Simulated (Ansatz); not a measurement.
**PAuF₄: a ladder of functionals and wavefunction methods**

Aim: compute PAuF₄ with functionals from several rungs and with coupled cluster, and see how far each lands from CCSD(T) at the basis-set limit for the atomisation energy.

Computed with Ansatz 0.2.0, Gaussian basis. Level: functionals in def2-TZVPP, the program's frozen cores in correlated methods.

Plan: LDA (SPW92), PBE-D4, revPBE-D4, BLYP-D4, r2SCAN-D4, B97M-V, PBE0-D4, B3LYP-D4, r2SCANh-D4, r2SCAN0-D4, HSE06-D4, BHLYP-D4, CAM-B3LYP-D4, LC-ωPBE, ωB97X-V, ωB97M-V, B2PLYP, PBE-QIDH; CCSD(T)/def2-SVP; CCSD(T)/def2-TZVPP; MP2/def2-QZVPP; extrapolation to the limit; RPA on PBE.

1 further run of the same task is left out (for a known fault of the program).

### Step 1. The relaxed structure

An earlier PBE0-D4 in a triple-zeta def2 set relaxation fixed the geometry. Au takes the def2 core potential; no spin-orbit term is included.

SMILES `[F][Au-][P+](F)(F)F`, 6 atoms, charge 0, spin multiplicity 1.

Atoms are counted from 1 here; the program's logs count them from 0.

Bond lengths: F1–Au2 1.927 Å, Au2–P3 2.135 Å, P3–F4 1.542 Å, P3–F5 1.542 Å, P3–F6 1.542 Å. Angles: F1–Au2–P3 180.0°, Au2–P3–F4 118.0°, Au2–P3–F5 118.0°, Au2–P3–F6 118.0°, F4–P3–F5 99.8°, F4–P3–F6 99.8°, F5–P3–F6 99.8°.

### Step 2. LDA

This LDA is Slater exchange with PW92 correlation.

in.yaml

```yaml
crystal:
  periodic: [false, false, false]
  atoms:
    - {symbol: F, position_ang: [0.956130, -2.891298, 1.489862]}
    - {symbol: Au, position_ang: [0.412771, -1.248197, 0.643216]}
    - {symbol: P, position_ang: [-0.189328, 0.572512, -0.295001]}
    - {symbol: F, position_ang: [-1.362905, 0.517351, -1.293722]}
    - {symbol: F, position_ang: [0.850249, 1.322086, -1.152429]}
    - {symbol: F, position_ang: [-0.666916, 1.727556, 0.608074]}
basis:
  gaussian: {orbitals: def2-TZVPP}
hamiltonian: {xc: lda}
output: {orbitals: {seedname: orbitals}}
```

On the command line:

```sh
ansatz run in.yaml --threads 4 --pin off --events-out ev --progress --plain --max-ram 10444MiB
```

Further steps of the session: PBE-D4 (GGA); revPBE-D4 (GGA); BLYP-D4 (GGA); r2SCAN-D4 (meta-GGA); B97M-V (meta-GGA); B3LYP-D4 (hybrid); r2SCANh-D4 (hybrid); r2SCAN0-D4 (hybrid); HSE06-D4 (hybrid); BHLYP-D4 (hybrid); CAM-B3LYP-D4 (range-separated); LC-ωPBE (range-separated); ωB97X-V (range-separated); ωB97M-V (range-separated); B2PLYP (double hybrid); PBE-QIDH (double hybrid); CCSD(T) in def2-SVP; CCSD(T) in def2-TZVPP; MP2 in def2-QZVPP; RPA on PBE orbitals.

Q: Predict the results of all the runs planned. Wanted: atomisation energy, CCSD(T)/CBS; farthest beyond LDA; mean size of error, GGA; mean size of error, meta-GGA; mean size of error, hybrid; mean size of error, range-separated; mean size of error, double hybrid; gap, smallest and largest; T1 diagnostic.

**Answer**, as computed:

| quantity | value |
| --- | --- |
| atomisation energy, CCSD(T)/CBS | 21.762 eV |
| functionals within 0.109 eV (0.5 %) | r2SCAN-D4 |
| farthest beyond LDA | BHLYP-D4 (-2.329 eV) |
| mean size of error, GGA | 0.431 eV |
| mean size of error, meta-GGA | 0.205 eV |
| mean size of error, hybrid | 1.036 eV |
| mean size of error, range-separated | 0.289 eV |
| mean size of error, double hybrid | 0.791 eV |
| gap, smallest and largest | 5.23 eV (BLYP-D4), 12.13 eV (LC-ωPBE) |
| T1 diagnostic | 0.0160 |
| triples share of the correlation energy | 3.4 % |

The LDA atomisation energy is off by 4.950 eV (23 %): it overbinds. PBE-D4 is off by +0.599 eV. Double hybrids carry the basis error of their MP2 part in triple zeta, and no dispersion term here, so their miss is partly the set-up's. By mean error the best rung here is meta-GGA (0.205 eV) and the worst beyond LDA is hybrid (1.036 eV). The mean of the hybrids holds BHLYP, with half exact exchange. RPA and LDA stand outside this count. The reference freezes the cores and leaves out spin-orbit coupling and excitations past (T), so misses under about 0.109 eV can't be ranked. All levels share the lack of spin-orbit coupling, which lowers the free heavy atoms and so the true binding. Hartree-Fock recovers 60 % of the binding; the rest is correlation. CCSD(T) in def2-SVP is off by -3.744 eV, more than most functionals: a good method in a small basis is no reference. Orbital gaps span 5.2 to 12.1 eV; exact exchange widens them. Correlated methods include outer-core shells of Au, which these sets cover unevenly.
